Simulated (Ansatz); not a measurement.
**One shape, several levels: AsF3 (arsenic trifluoride)**

Wanted: a comparison of 6 runs (HF/STO-3G, B2PLYP/STO-3G, BLYP/STO-3G, CAM-B3LYP/STO-3G, wB97X/STO-3G, CCSDT/STO-3G) of AsF3 (arsenic trifluoride). 

The results are computed with Ansatz 0.2.0.

37 further runs of the same task are left out: 10 that didn't finish, 27 set aside as unsound or not needed.

### 1 The structure to begin with

AsF3 has 4 atoms, charge 0, and is taken as a singlet. As SMILES, `F[As](F)F`. The F4–As2 distance was set to 3.431 Å, away from the relaxed value. At this shape a bond of the SMILES string is far longer than usual.

Bond lengths: F1–As2 1.715 Å, As2–F3 1.715 Å. Angles: F1–As2–F3 95.9°.

### 2 A single-point energy at HF/STO-3G (run 1)

File in.yaml:

```yaml
crystal:
  periodic: [false, false, false]
  atoms:
    - {symbol: F, position_ang: [-0.611665, -0.989269, 2.361328]}
    - {symbol: As, position_ang: [-0.627745, -1.842099, 0.873048]}
    - {symbol: F, position_ang: [1.038175, -2.250789, 0.885938]}
    - {symbol: F, position_ang: [-0.296160, 0.927580, -1.124280]}
basis:
  gaussian: {orbitals: STO-3G}
accuracy: high
magnetization: {spin_polarized: false, initial_magnetization: 0}
hamiltonian: {xc: hf}
```

The run is started by

```sh
$ ansatz run in.yaml --threads 1 --pin off --max-ram 3480MiB --events-out events.jsonl --progress --plain --runs-dir runs
```

Output:

```text
Warning: RAYON_NUM_THREADS=1 ignored (pool sized by the plan → 1); use --threads N
Functional definition: HF
  name "HF"
  exchange = exact_x
  correlation = 0
505 factors; integrals over basis functions are off by at most 4.5e-8 eV
mean field evaluation 1: about -68103.9302 eV, gradient 2.3e1 eV
mean field evaluation 2: about -68104.0081 eV, gradient 2.3e1 eV
mean field evaluation 4: about -68106.4416 eV, gradient 8.0e0 eV
mean field evaluation 8: about -68107.3731 eV, gradient 8.6e0 eV
mean field evaluation 16: about -68112.0874 eV, gradient 4.4e-1 eV
mean field evaluation 32: about -68111.1309 eV, gradient 9.9e0 eV
mean field evaluation 64: about -68111.3460 eV, gradient 7.7e0 eV
mean field -68112.12343597 eV, -2503.0743682163 hartree, gradient 1.2e-8 eV, S^2 0.000000; 1 other end points of the search recorded, 0 dependent functions left out
reference -68112.12343597 eV, -2503.0743682163 hartree; 30, 30 occupied and 3, 3 virtual orbitals, 505 factors
Total energy: -68112.12343597 eV, -2503.0743682163 hartree
```

It took 0.4 s on 1 thread of Arm Neoverse V2, shared host.

### 3 A single-point energy at B2PLYP/STO-3G (run 2)

File in.yaml:

```yaml
basis:
  gaussian:
    orbitals: STO-3G
crystal:
  periodic: [false, false, false]
  atoms:
    - {symbol: F, position_ang: [-0.611665, -0.989269, 2.361328]}
    - {symbol: As, position_ang: [-0.627745, -1.842099, 0.873048]}
    - {symbol: F, position_ang: [1.038175, -2.250789, 0.885938]}
    - {symbol: F, position_ang: [-0.296160, 0.927580, -1.124280]}
hamiltonian:
  xc: {name: B2PLYP}
correlation:
  frozen_orbitals: {As: 9, F: 1}
accuracy: high
```

The run is started by

```sh
$ ansatz run in.yaml --threads 1 --pin off --max-ram 3480MiB --events-out events.jsonl --progress --plain --runs-dir runs
```

Output, cut to the lines that bear on the results:

```text
Warning: RAYON_NUM_THREADS=1 ignored (pool sized by the plan → 1); use --threads N
Functional definition: B2PLYP
  name "B2PLYP"
[...]
505 factors; integrals over basis functions are off by at most 4.5e-8 eV
[...]
mean field -68159.90747314 eV, -2504.8303991932 hartree, gradient 6.4e-9 eV, S^2 0.000000; 2 other end points of the search recorded, 0 dependent functions left out; unrestricted orbitals would lower it
12 core orbitals not correlated: weight in the atoms' cores, before any rotation towards them, 1.000 or more for the frozen orbitals, at most 0.000 for the correlated occupied ones
reference -68159.90748722 eV, -2504.8303997108 hartree; 18, 18 occupied and 3, 3 virtual orbitals, 505 factors
second order -12.63339593 eV of doubles, -0.00000000 eV of singles
Total energy: -68163.31850412 eV, -2504.9557522698 hartree
```

It took 3.3 s on 1 thread of Arm Neoverse V2, shared host; peak memory 0.12 GiB.

Run 3 isn't shown in full; the table further down has it.

### 4 The energy at CAM-B3LYP/STO-3G (run 4)

File input.yaml:

```yaml
crystal:
  periodic: [false, false, false]
  atoms:
    - {symbol: F, position_ang: [-0.611665, -0.989269, 2.361328]}
    - {symbol: As, position_ang: [-0.627745, -1.842099, 0.873048]}
    - {symbol: F, position_ang: [1.038175, -2.250789, 0.885938]}
    - {symbol: F, position_ang: [-0.296160, 0.927580, -1.124280]}
basis:
  gaussian:
    orbitals: STO-3G
hamiltonian:
  xc: {name: CAM-B3LYP}
accuracy: high
```

The run is started by

```sh
$ ansatz run input.yaml --threads 1 --pin off --max-ram 3480MiB --events-out events.jsonl --progress --plain --runs-dir runs
```

Output, cut to the lines that bear on the results:

```text
Warning: RAYON_NUM_THREADS=1 ignored (pool sized by the plan → 1); use --threads N
Functional definition: CAM-B3LYP
  name "CAM-B3LYP"
[...]
505 factors; integrals over basis functions are off by at most 4.5e-8 eV
170 factors; integrals over basis functions are off by at most 9.4e-10 eV
[...]
mean field -68177.23887113 eV, -2505.4673163217 hartree, gradient 3.0e-8 eV, S^2 0.000000; 4 other end points of the search recorded, 0 dependent functions left out
reference -68177.23888174 eV, -2505.4673167116 hartree; 30, 30 occupied and 3, 3 virtual orbitals, 505 factors
Total energy: -68177.23888174 eV, -2505.4673167116 hartree
```

It took 2.4 s on 1 thread of Arm Neoverse V2, shared host; peak memory 0.12 GiB.

Run 5 isn't shown in full; the table further down has it.

### 5 The energy at CCSDT/STO-3G (run 6)

File run.yaml:

```yaml
crystal:
  periodic: [false, false, false]
  atoms:
    - symbol: F
      position_ang: [-0.611665, -0.989269, 2.361328]
    - symbol: As
      position_ang: [-0.627745, -1.842099, 0.873048]
    - symbol: F
      position_ang: [1.038175, -2.250789, 0.885938]
    - symbol: F
      position_ang: [-0.296160, 0.927580, -1.124280]
basis:
  gaussian:
    orbitals: STO-3G
correlation:
  method: ccsdt
  frozen_orbitals: {As: 9, F: 1}
accuracy: high
scf:
  omitted_lower_state_checks: [cluster_reference, increment]
```

The run is started by

```sh
$ ansatz run run.yaml --threads 1 --pin off --max-ram 3480MiB --events-out events.jsonl --progress --plain --runs-dir runs
```

Output:

```text
Warning: RAYON_NUM_THREADS=1 ignored (pool sized by the plan → 1); use --threads N
[... 13 lines left out ...]
12 core orbitals not correlated: weight in the atoms' cores, before any rotation towards them, 1.000 or more for the frozen orbitals, at most 0.000 for the correlated occupied ones
[... 89 lines left out ...]
WARN: these amplitudes may be one of several solutions (largest doubles amplitude 0.95, level shift 16.41 eV)
Total energy: -68120.99678507 eV, -2503.4004577814 hartree
Checks for a lower state left out: cluster_reference, increment
```

Run time: 2.8 s. Hardware: 1 thread of Arm Neoverse V2, shared host.

### 6 All runs side by side

```
run             level  frozen core orbitals   energy (Eh)  wall time
  1         HF/STO-3G                     –  -2503.074368      0.4 s
  2     B2PLYP/STO-3G                    12  -2504.955752      3.3 s
  3       BLYP/STO-3G                     –  -2505.394284      1.7 s
  4  CAM-B3LYP/STO-3G                     –  -2505.467317      2.4 s
  5      wB97X/STO-3G                     –  -2505.539220      6.9 s
  6      CCSDT/STO-3G                    12  -2503.400458      2.8 s
```

### 7 Outcome

| quantity | value |
| --- | --- |
| run 6: total energy | -2503.40046 Eh |
| run 6: correlation energy (12 core orbitals frozen) | -326.1 mEh |
| run 6: T1 diagnostic | 0.043 |

**Reading.** Totals of different functionals can't be ranked against each other. In runs 2, 6 the log says that unrestricted orbitals would lower the reference, so the values rest on an unstable closed-shell determinant (other closed-shell runs at this shape may share the fault). In runs 1, 2, 3, 4, 5, 6 the basis is minimal, so the values are rough. In runs 1, 2, 3, 4, 5 a closed-shell determinant meets a far-stretched bond, which it describes badly. All runs together took 18 s, the longest 6.9 s.
